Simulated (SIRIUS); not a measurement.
**In3As: single point with rPW86PBE**

Crystal: In3As.

```
In As
1.0
     4.67168    0.00000    0.00000
     0.00000    4.67168    0.00000
     0.00000    0.00000    4.67168
In As
3 1
Direct
  0.50000 0.50000 0.00000
  0.50000 0.00000 0.50000
  0.00000 0.50000 0.50000
  0.00000 0.00000 0.00000
```

The cell comes from a database or a generator and needn't be the stable form of this composition.

- Program: SIRIUS 7.10.0
- Task: single point
- Functional: rPW86PBE
- Potentials or basis: PseudoDojo 0.4.1 PBE standard (scalar relativistic)
- Cutoff: 1152 eV
- Density cutoff: 4606 eV
- k mesh: 3 × 3 × 3
- Occupations: fermi-dirac, width 0.05 eV
- Spin: no spin polarisation
- Libxc names: ["XC_GGA_X_RPW86", "XC_GGA_C_PBE"]
- Energy tol: 1e-08 Ha
- Density tol: 1e-06
- Mixer: anderson
- Mixing beta: 0.7
- Max scf: 100
- Radial cutoff for the potentials' integrals: 6.5 bohr

```
Pressure               : 4.2 GPa
Band gap on the k mesh : none (metal or under the smearing width)
```

Levels at points of the mesh, in eV from the Fermi level:
| k point | band 24 | band 25 | band 26 | band 27 | band 28 | band 29 | band 30 | band 31 |
| --- | --- | --- | --- | --- | --- | --- | --- | --- |
| (0.00, 0.00, 0.00) | -3.18 | -3.18 | -2.42 | -2.42 | 1.69 | 1.69 | 1.69 | 4.14 |

It took 42 s on 1 thread of Arm Neoverse V1, on a shared host, peak memory 0.39 GiB.

Caveat: the k mesh is coarse (spacing up to 0.45 Å⁻¹), so the values aren't converged; the potentials were made for another functional, which shifts forces and pressure.
